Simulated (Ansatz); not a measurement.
**CH5AlCl2O: basis-set convergence**

An exercise on one series of results from a longer session: the logs are not shown, and one member is left open.

Program: Ansatz 0.2.0, Gaussian basis. Level of theory: one geometry, several basis sets. These are calculated values, not measurements.

The runs, in order: PBE0-D4/def2-SVP; ωB97M-V/def2-SVP; PBE0-D4/def2-QZVPP; ωB97M-V/def2-QZVPP; the functionals' def2-TZVPP values are taken from earlier runs.

### The geometry

The geometry comes from an earlier relaxation with PBE0-D4 in a triple-zeta def2 set; it is a stationary point, not always the lowest conformer.

SMILES `[CH3][Al-]([OH2+])([Cl])[Cl]`, 10 atoms, charge 0, spin multiplicity 1.

Atoms are counted from 1 here; the program's logs count them from 0.

Bond lengths: C1–Al2 1.934 Å, C1–H6 1.093 Å, C1–H7 1.093 Å, C1–H8 1.094 Å, Al2–O3 1.979 Å, Al2–Cl4 2.138 Å, Al2–Cl5 2.138 Å, O3–H9 0.968 Å, O3–H10 0.968 Å. Angles: Al2–C1–H6 111.6°, Al2–C1–H7 111.6°, Al2–C1–H8 110.7°, H6–C1–H7 108.2°, H6–C1–H8 107.3°, H7–C1–H8 107.3°, C1–Al2–O3 108.6°, C1–Al2–Cl4 118.7°, C1–Al2–Cl5 118.7°, O3–Al2–Cl4 94.7°, O3–Al2–Cl5 94.7°, Cl4–Al2–Cl5 114.5°, Al2–O3–H9 108.2°, Al2–O3–H10 108.2°, H9–O3–H10 107.7°.

Geometry (Å):

```xyz
10
CH5AlCl2O
C    -1.5059   -0.5084    0.2822
Al    0.0576    0.2675   -0.5502
O     1.5958    0.0621    0.6776
Cl    0.9852   -0.7778   -2.1679
Cl    0.2097    2.3966   -0.6656
H    -1.7479   -0.0107    1.2253
H    -1.3663   -1.5738    0.4848
H    -2.3787   -0.4126   -0.3698
H     2.2853   -0.4367    0.2167
H     1.9484    0.9426    0.8697
```

Set-up of the first run:

Contents of in.yaml:

```yaml
crystal:
  periodic: [false, false, false]
  atoms:
    - {symbol: C, position_ang: [-1.505939, -0.508443, 0.282222]}
    - {symbol: Al, position_ang: [0.057627, 0.267496, -0.550212]}
    - {symbol: O, position_ang: [1.595834, 0.062092, 0.677577]}
    - {symbol: Cl, position_ang: [0.985200, -0.777762, -2.167859]}
    - {symbol: Cl, position_ang: [0.209709, 2.396645, -0.665552]}
    - {symbol: H, position_ang: [-1.747863, -0.010724, 1.225253]}
    - {symbol: H, position_ang: [-1.366349, -1.573827, 0.484782]}
    - {symbol: H, position_ang: [-2.378740, -0.412599, -0.369777]}
    - {symbol: H, position_ang: [2.285268, -0.436727, 0.216692]}
    - {symbol: H, position_ang: [1.948353, 0.942650, 0.869674]}
basis:
  gaussian: {orbitals: def2-SVP}
hamiltonian: {xc: pbe0, dispersion: d4}
output: {orbitals: {seedname: orbitals}}
```

Command:

```sh
ansatz run in.yaml --threads 4 --pin off --events-out ev --progress --plain --max-ram 10444MiB
```

Among the steps run: PBE0-D4 in def2-SVP; ωB97M-V in def2-SVP; PBE0-D4 in def2-QZVPP; ωB97M-V in def2-QZVPP.

One of the session's tables, all rows but one given; the rest of the session is left out.

```
functional       basis  HOMO (eV)
   PBE0-D4    def2-SVP          ?
   PBE0-D4  def2-TZVPP      -8.19
   PBE0-D4  def2-QZVPP      -8.22
   ωB97M-V    def2-SVP     -10.25
   ωB97M-V  def2-TZVPP     -10.40
   ωB97M-V  def2-QZVPP     -10.44
```

Q: Estimate the row for PBE0-D4, def2-SVP from the others.

As computed: HOMO (eV): -8.06. In the column «HOMO (eV)» it is the highest.
